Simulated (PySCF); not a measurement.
# C7H8Cl2: the cost of one run

Programs: PySCF 2.14.0, with routines of our own; each step states its level. All values are computed. Atoms count from 0.

## 1. The system as given

17 atoms, charge 0, multiplicity 1; geometry from: GFN2-xTB.

## 2. Magnetic properties: GIAO PBE0/pcSseg-1

The job: settings as JSON, then the geometry in Å.

```
{"job": {"kind": "mag", "xc": "PBE0", "basis": "pcSseg-1", "isotopologues": 0}, "charge": 0, "multiplicity": 1}
C      0.425104     2.151109    -0.941404
C      0.453985     0.903376    -0.462325
C      1.749702     0.221853    -0.322112
C      2.176690    -0.407220     0.767498
Cl     1.286020    -0.526558     2.233265
Cl     3.728112    -1.158220     0.840120
C     -0.775396     0.205703    -0.107950
C     -0.907250    -1.114012    -0.003059
C     -2.183302    -1.804730     0.328222
H      1.323504     2.671965    -1.223171
H     -0.500466     2.688213    -1.052377
H      2.426667     0.288351    -1.162363
H     -1.642882     0.839737     0.024069
H     -0.055349    -1.760591    -0.168195
H     -2.990789    -1.092195     0.478777
H     -2.460407    -2.488977    -0.473905
H     -2.060938    -2.397431     1.235001
```

Level: GIAO PBE0/pcSseg-1 magnetisability, rotational g tensor and spin-rotation constants, non-relativistic, gas phase.

Run with:

```console
OMP_NUM_THREADS=1 python excited_run.py task.json out
```

One launch serves the whole session: the jobs run in the order shown.

**Question.** How long does this first job take on 1 thread of Arm Neoverse N1, shared host, and how much memory does it need?

About 88 s, with a peak of 0.93 GiB.
